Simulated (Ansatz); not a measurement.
# CH₂ClNSi: one species, many methods

The task here is to estimate one member of a computed series from the others.

Computed with Ansatz 0.2.0, Gaussian basis. Level: functionals in def2-TZVPP, the program's frozen cores in correlated methods.

Levels to be run: LDA (SPW92), PBE-D4, revPBE-D4, BLYP-D4, r2SCAN-D4, B97M-V, PBE0-D4, B3LYP-D4, r2SCANh-D4, r2SCAN0-D4, HSE06-D4, BHLYP-D4, CAM-B3LYP-D4, LC-ωPBE, ωB97X-V, ωB97M-V, B2PLYP, PBE-QIDH; CCSD(T)/def2-SVP; CCSD(T)/def2-TZVPP; MP2/def2-QZVPP; extrapolation to the limit; RPA on PBE.

**The relaxed structure**

All runs share one geometry, relaxed beforehand with PBE0-D4 in a triple-zeta def2 set.

SMILES `ClC1=N[SiH2]1`, 6 atoms, charge 0, spin multiplicity 1.

Atoms are counted from 1 here; the program's logs count them from 0.

Bond lengths: Cl1–C2 1.709 Å, C2–N3 1.266 Å, C2–Si4 1.774 Å, N3–Si4 1.800 Å, Si4–H5 1.476 Å, Si4–H6 1.476 Å. Angles: Cl1–C2–N3 129.9°, Cl1–C2–Si4 159.7°, N3–C2–Si4 70.4°, C2–N3–Si4 68.1°, C2–Si4–N3 41.5°, C2–Si4–H5 121.8°, C2–Si4–H6 121.8°, N3–Si4–H5 118.3°, N3–Si4–H6 118.3°, H5–Si4–H6 114.6°.

Set-up of the first run:

Contents of in.yaml:

```yaml
crystal:
  periodic: [false, false, false]
  atoms:
    - {symbol: Cl, position_ang: [-1.232233, -2.329301, 0.030696]}
    - {symbol: C, position_ang: [-0.265542, -0.920305, 0.026581]}
    - {symbol: N, position_ang: [0.989554, -0.796100, 0.131494]}
    - {symbol: Si, position_ang: [0.170658, 0.797247, -0.045186]}
    - {symbol: H, position_ang: [0.300661, 1.512459, -1.329255]}
    - {symbol: H, position_ang: [0.078902, 1.672001, 1.139570]}
basis:
  gaussian: {orbitals: def2-TZVPP}
hamiltonian: {xc: lda}
output: {orbitals: {seedname: orbitals}}
```

Run with:

```sh
$ ansatz run in.yaml --threads 2 --pin off --events-out ev --progress --plain --max-ram 4352MiB
```

Among the steps run: LDA; PBE-D4 (GGA); revPBE-D4 (GGA); BLYP-D4 (GGA); r2SCAN-D4 (meta-GGA); B97M-V (meta-GGA); PBE0-D4 (hybrid); B3LYP-D4 (hybrid); r2SCANh-D4 (hybrid); r2SCAN0-D4 (hybrid); HSE06-D4 (hybrid); BHLYP-D4 (hybrid); CAM-B3LYP-D4 (range-separated); LC-ωPBE (range-separated); ωB97X-V (range-separated); ωB97M-V (range-separated); B2PLYP (double hybrid); PBE-QIDH (double hybrid).

One of the session's tables, all rows but one given; the rest of the session is left out.

It belongs to the step «Orbital energies across the functionals». 

| functional | HOMO (eV) | gap (eV) |
| --- | --- | --- |
| LDA (SPW92) | -6.25 | 3.96 |
| PBE-D4 | -6.08 | 4.04 |
| revPBE-D4 | -6.02 | 4.05 |
| BLYP-D4 | -5.93 | 4.02 |
| r2SCAN-D4 | -6.31 | 4.47 |
| B97M-V | -6.37 | 4.49 |
| PBE0-D4 | -7.28 | 6.07 |
| B3LYP-D4 | -7.06 | 5.64 |
| r2SCANh-D4 | -6.76 | 5.23 |
| r2SCAN0-D4 | -7.43 | 6.36 |
| HSE06-D4 | -6.88 | 5.30 |
| BHLYP-D4 | -8.37 | 8.05 |
| CAM-B3LYP-D4 | -8.58 | 8.39 |
| LC-ωPBE | -9.88 | 10.83 |
| ωB97X-V | -9.54 | 10.38 |
| ωB97M-V | ? | ? |

**Question.** Estimate the row for ωB97M-V.

**Answer.** HOMO (eV): -9.43; gap (eV): 10.05. In the column «HOMO (eV)» it lies between ωB97X-V (-9.54) and CAM-B3LYP-D4 (-8.58).
